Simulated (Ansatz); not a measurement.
# SnH− (singlet): wave-function methods side by side at distance Sn1–H2 = 2.864 Å, def2-SVPD

The task here is to estimate one member of a computed series from the others.

The runs use Ansatz 0.2.0, Gaussian basis; def2-SVPD, core rule «outside noble gas», up to 9 orbitals frozen.

To be run: UHF; CCSD(T) on RHF; CCSD(T) on UHF; BCCD(T) on RHF; CISD; CCSDT(Q) on RHF; CCSDT(Q) on UHF; CASSCF and MRCISD+Q, 2 electrons in 2 orbitals; CASSCF and NEVPT2, 2 electrons in 2 orbitals; CASSCF and MRCISD+Q, 6 electrons in 5 orbitals; CASSCF and NEVPT4(SD), 6 electrons in 5 orbitals; CASSCF and NEVPT2, 6 electrons in 5 orbitals; Full CI.

19 further runs of the same task are left out: 11 that didn't finish, 8 set aside as unsound or not needed. Runs told in other sessions of the task aren't counted.

## What is computed

The geometry derives from a PBE0/def2-TZVPD stationary point (not a proven minimum). One bond is set to the value named and the two fragments are kept rigid. No spin-orbit coupling is included. Elements past krypton take def2 core potentials.

2 atoms, charge -1, spin multiplicity 1.

Atoms are counted from 1 here; the program's logs count them from 0.

No contacts short enough for the rule that draws bonds.

The first run:

Contents of in.yaml:

```yaml
crystal:
  periodic: [false, false, false]
  atoms:
    - {symbol: Sn, position_ang: [0.000000, 0.000000, 0.000000]}
    - {symbol: H, position_ang: [0.000000, 0.000000, 2.864000]}
basis:
  gaussian: {orbitals: def2-SVPD}
total_charge: -1
magnetization: {spin_polarized: true, initial_magnetization: 0}
hamiltonian: {xc: hf}
output: {orbitals: {seedname: orbitals}}
```

Command:

```console
ansatz run in.yaml --threads 1 --pin off --events-out ev --progress --plain --max-ram 2393MiB
```

Among the steps run: UHF; CCSD(T) on RHF; CCSD(T) on UHF; BCCD(T) on RHF; CISD; CCSDT(Q) on RHF; CCSDT(Q) on UHF; CASSCF and MRCISD+Q, 2 electrons in 2 orbitals; CASSCF and NEVPT2, 2 electrons in 2 orbitals; CASSCF and MRCISD+Q, 6 electrons in 5 orbitals; CASSCF and NEVPT4(SD), 6 electrons in 5 orbitals; CASSCF and NEVPT2, 6 electrons in 5 orbitals; Full CI.

One of the session's tables, all rows but one given; the rest of the session is left out.

It belongs to the step «Misses and costs». 

```
            method  from FCI (kcal/mol)
               RHF               +75.50
              RMP2               +27.17
              CISD               +12.57
             RCCSD                +6.75
          RCCSD(T)                +3.19
           BCCD(T)                +3.21
            RCCSDT                +0.43
         RCCSDT(Q)                -0.12
    CASSCF valence               +47.41
    NEVPT2 valence               +13.95
NEVPT4(SD) valence                    ?
    MRCISD valence                +2.78
  MRCISD+Q valence                -0.52
               FCI                    0
```

Q: Estimate the row for NEVPT4(SD) valence from the others.

**Answer.** from FCI (kcal/mol): +1.77. In the column «from FCI (kcal/mol)» it lies between RCCSDT (+0.43) and MRCISD valence (+2.78).

Left out of the table: CASSCF pair, NEVPT2 pair, MRCISD pair, MRCISD+Q pair (the active space lost an orbital or holds another state than full CI finds).

Caveats from the session: The report flags that the cluster equations may have other roots. Left out of the table: UHF, UMP2, UCCSD, UCCSD(T), UCCSDT, UCCSDT(Q) (another determinant or state than the rows shown). The program flags RCCSDT(Q) as in doubt, so those rows may rest on another solution. RCCSDT(Q), MRCISD+Q valence fall below full CI, which methods that aren't variational can do. Warnings in the runs' records: passed over end.
